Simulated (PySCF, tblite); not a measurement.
# C₄H₆NOS+: geometry, infrared bands and NMR shifts

Wanted: the infrared bands and NMR shifts of C₄H₆NOS+ (`OC[n+]1ccsc1`), by calculation.

Computed with tblite 0.8.0 and PySCF 2.14.0, with density-fitted response routines of our own, on a single molecule in the gas phase. Atoms are numbered from 0 throughout.

### 1 The molecule as given

13 atoms, charge 1, multiplicity 1; geometry from: force field or distance geometry start.

Bonds of the start (Å): O0–C1 1.41, C1–N2 1.47, N2–C3 1.32, C3–C4 1.36, C4–S5 1.54, S5–C6 1.71, C6–N2 1.35, O0–H7 0.99, C1–H8 1.10, C1–H9 1.09, C3–H10 1.11, C4–H11 1.08, C6–H12 1.07.

### 2 Relaxing the molecule with GFN2-xTB

What the job is given:

```
{"job": {"kind": "relax", "xc": "GFN2-xTB", "basis": "xTB"}, "charge": 1, "multiplicity": 1}
O     -2.110500    -0.252900     0.860100
C     -1.479900    -0.376200    -0.397200
N     -0.070800     0.004000    -0.192300
C      0.902200    -0.828000     0.137900
C      2.114100    -0.218900     0.268500
S      2.039000     1.292700    -0.034900
C      0.360000     1.268800    -0.349500
H     -1.855700     0.632300     1.226800
H     -1.500500    -1.433400    -0.710100
H     -2.007200     0.315700    -1.057500
H      0.716200    -1.905500     0.307900
H      3.060300    -0.666000     0.524700
H     -0.171700     2.167800    -0.602000
```

Command:

```sh
$ OMP_NUM_THREADS=1 python probes_run.py task.json out
```

One launch serves the whole session: the jobs run in the order shown.

**Question.** This job is followed by: GFN2-xTB harmonic vibrations, gas phase; GIAO PBE0/pcSseg-1 NMR shielding, non-relativistic, gas phase. What will the session give for the following? strongest single infrared mode (GFN2-xTB); zero-point energy (GFN2-xTB); ¹³C shifts against TMS (PBE0/pcSseg-1); ¹H shifts against TMS (PBE0/pcSseg-1, means over atoms taken as alike); ¹⁷O shifts against H2O (PBE0/pcSseg-1); ¹⁵N shifts against NH3 (PBE0/pcSseg-1); ³³S shifts against CS2 (PBE0/pcSseg-1).

As calculated:

| quantity | value |
| --- | --- |
| strongest single infrared mode (GFN2-xTB) | 378 cm⁻¹, 140 km/mol |
| zero-point energy (GFN2-xTB) | 60.6 kcal/mol |
| ¹³C shifts against TMS (PBE0/pcSseg-1) | 161.2, 141.8, 139.5, 82.7 ppm |
| ¹H shifts against TMS (PBE0/pcSseg-1, means over atoms taken as alike) | 8.98, 8.95, 8.44, 6.29, 3.60 ppm |
| ¹⁷O shifts against H2O (PBE0/pcSseg-1) | 64.6 ppm |
| ¹⁵N shifts against NH3 (PBE0/pcSseg-1) | 264.0 ppm |
| ³³S shifts against CS2 (PBE0/pcSseg-1) | 302 ppm |

The optimisation took 83 steps and gained 0.905 eV; among the close pairs (by a distance rule), C4–S5 changed most, from 1.544 to 1.717 Å. All 33 modes are real, so the xTB geometry is a minimum. The strongest single mode, at 378 cm⁻¹, moves mainly H7. GFN2-xTB is a fitted tight-binding method: band positions and strengths are rough. Its intensities can rank the bands wrongly. At PBE0/pcSseg-1: The largest span, 406 ppm, is at S5, where the paramagnetic term is -853 ppm. NICS(1)zz of -28 ppm above the planar ring from N2 marks a diatropic (aromatic) ring current.
